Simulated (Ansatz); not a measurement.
# C₂H₇BFNSi: up Jacob's ladder to CCSD(T)

How much do the methods differ for C₂H₇BFNSi? The plan is to run it at one geometry with functionals of several rungs and with coupled cluster. The yardstick is the atomisation energy at the CCSD(T) limit.

Program: Ansatz 0.2.0, Gaussian basis. Level of theory: functionals in def2-TZVPP, the program's frozen cores in correlated methods. These are calculated values, not measurements.

The runs, in order: LDA (SPW92), PBE-D4, revPBE-D4, BLYP-D4, r2SCAN-D4, B97M-V, PBE0-D4, B3LYP-D4, r2SCANh-D4, r2SCAN0-D4, HSE06-D4, BHLYP-D4, CAM-B3LYP-D4, LC-ωPBE, ωB97X-V, ωB97M-V, B2PLYP, PBE-QIDH; CCSD(T)/def2-SVP; CCSD(T)/def2-TZVPP; MP2/def2-QZVPP; extrapolation to the limit; RPA on PBE.

### Step 1. The relaxed structure

An earlier PBE0-D4 in a triple-zeta def2 set relaxation fixed the geometry.

SMILES `NB(F)/C=C/[SiH3]`, 13 atoms, charge 0, spin multiplicity 1.

Atoms are counted from 1 here; the program's logs count them from 0.

Bond lengths: N1–B2 1.395 Å, N1–H7 1.006 Å, N1–H8 1.004 Å, B2–F3 1.344 Å, B2–C4 1.558 Å, C4–C5 1.339 Å, C4–H9 1.091 Å, C5–Si6 1.861 Å, C5–H10 1.091 Å, Si6–H11 1.487 Å, Si6–H12 1.489 Å, Si6–H13 1.489 Å. Angles: B2–N1–H7 122.6°, B2–N1–H8 122.9°, H7–N1–H8 114.5°, N1–B2–F3 118.0°, N1–B2–C4 122.8°, F3–B2–C4 119.2°, B2–C4–C5 122.7°, B2–C4–H9 119.0°, C5–C4–H9 118.2°, C4–C5–Si6 124.1°, C4–C5–H10 117.3°, Si6–C5–H10 118.6°, C5–Si6–H11 109.1°, C5–Si6–H12 110.8°, C5–Si6–H13 110.8°, H11–Si6–H12 109.3°, H11–Si6–H13 109.3°, H12–Si6–H13 107.6°.

As a file:

| atom | x (Å) | y (Å) | z (Å) |
| --- | --- | --- | --- |
| N1 | 0.2730 | -2.8560 | -0.0680 |
| B2 | 0.5592 | -1.5643 | -0.5115 |
| F3 | 1.4262 | -1.4244 | -1.5290 |
| C4 | -0.0804 | -0.2927 | 0.1212 |
| C5 | 0.1955 | 0.9457 | -0.3061 |
| Si6 | -0.5455 | 2.4899 | 0.4213 |
| H7 | 0.6881 | -3.6746 | -0.4788 |
| H8 | -0.3626 | -3.0448 | 0.6855 |
| H9 | -0.7837 | -0.4085 | 0.9474 |
| H10 | 0.9001 | 1.0449 | -1.1327 |
| H11 | -1.4673 | 2.1136 | 1.5259 |
| H12 | 0.5181 | 3.3862 | 0.9515 |
| H13 | -1.3002 | 3.2504 | -0.6121 |

### Step 2. LDA

This LDA is Slater exchange with PW92 correlation.

in.yaml reads:

```yaml
crystal:
  periodic: [false, false, false]
  atoms:
    - {symbol: N, position_ang: [0.273027, -2.855964, -0.068022]}
    - {symbol: B, position_ang: [0.559157, -1.564314, -0.511485]}
    - {symbol: F, position_ang: [1.426215, -1.424444, -1.528988]}
    - {symbol: C, position_ang: [-0.080430, -0.292671, 0.121162]}
    - {symbol: C, position_ang: [0.195505, 0.945730, -0.306084]}
    - {symbol: Si, position_ang: [-0.545538, 2.489918, 0.421306]}
    - {symbol: H, position_ang: [0.688086, -3.674622, -0.478775]}
    - {symbol: H, position_ang: [-0.362606, -3.044804, 0.685485]}
    - {symbol: H, position_ang: [-0.783658, -0.408504, 0.947435]}
    - {symbol: H, position_ang: [0.900137, 1.044866, -1.132725]}
    - {symbol: H, position_ang: [-1.467328, 2.113617, 1.525949]}
    - {symbol: H, position_ang: [0.518148, 3.386151, 0.951504]}
    - {symbol: H, position_ang: [-1.300215, 3.250440, -0.612063]}
basis:
  gaussian: {orbitals: def2-TZVPP}
hamiltonian: {xc: lda}
output: {orbitals: {seedname: orbitals}}
```

After this run come: PBE-D4 (GGA); revPBE-D4 (GGA); BLYP-D4 (GGA); r2SCAN-D4 (meta-GGA); B97M-V (meta-GGA); PBE0-D4 (hybrid); B3LYP-D4 (hybrid); r2SCANh-D4 (hybrid); r2SCAN0-D4 (hybrid); HSE06-D4 (hybrid); BHLYP-D4 (hybrid); CAM-B3LYP-D4 (range-separated); LC-ωPBE (range-separated); ωB97X-V (range-separated); ωB97M-V (range-separated); B2PLYP (double hybrid); PBE-QIDH (double hybrid); CCSD(T) in def2-SVP; CCSD(T) in def2-TZVPP; MP2 in def2-QZVPP; RPA on PBE orbitals.

**Question.** What will the summary of the whole plan be? Wanted: atomisation energy, CCSD(T)/CBS; farthest beyond LDA; mean size of error, GGA; mean size of error, meta-GGA; mean size of error, hybrid; mean size of error, range-separated; mean size of error, double hybrid; gap, smallest and largest; T1 diagnostic.

The runs gave:

| quantity | value |
| --- | --- |
| atomisation energy, CCSD(T)/CBS | 5113.5 kJ/mol |
| functionals within 25.6 kJ/mol (0.5 %) | revPBE-D4, BLYP-D4, r2SCAN-D4, PBE0-D4, r2SCANh-D4, HSE06-D4, LC-ωPBE, ωB97X-V, PBE-QIDH |
| farthest beyond LDA | BHLYP-D4 (-108.0 kJ/mol) |
| mean size of error, GGA | 47.9 kJ/mol |
| mean size of error, meta-GGA | 26.1 kJ/mol |
| mean size of error, hybrid | 39.8 kJ/mol |
| mean size of error, range-separated | 26.7 kJ/mol |
| mean size of error, double hybrid | 24.7 kJ/mol |
| gap, smallest and largest | 4.51 eV (LDA (SPW92)), 11.62 eV (LC-ωPBE) |
| T1 diagnostic | 0.0124 |
| triples share of the correlation energy | 3.8 % |

What this shows: LDA overbinds by 712.8 kJ/mol (14 %). PBE-D4 misses by +107.4 kJ/mol. Double hybrids carry the basis error of their MP2 part in triple zeta, and no dispersion term here, so their miss is partly the set-up's. By mean error the best rung here is double hybrid (24.7 kJ/mol) and the worst beyond LDA is GGA (47.9 kJ/mol). The gap between the best rungs is small, so their order is not settled. Misses under about 25.6 kJ/mol are within the doubt on the reference itself, which lacks core-valence correlation, relativity and higher excitations. Hartree-Fock recovers 75 % of the binding; the rest is correlation. CCSD(T) in def2-SVP is off by -249.2 kJ/mol, more than most functionals: a good method in a small basis is no reference. Orbital gaps span 4.5 to 11.6 eV; exact exchange widens them.
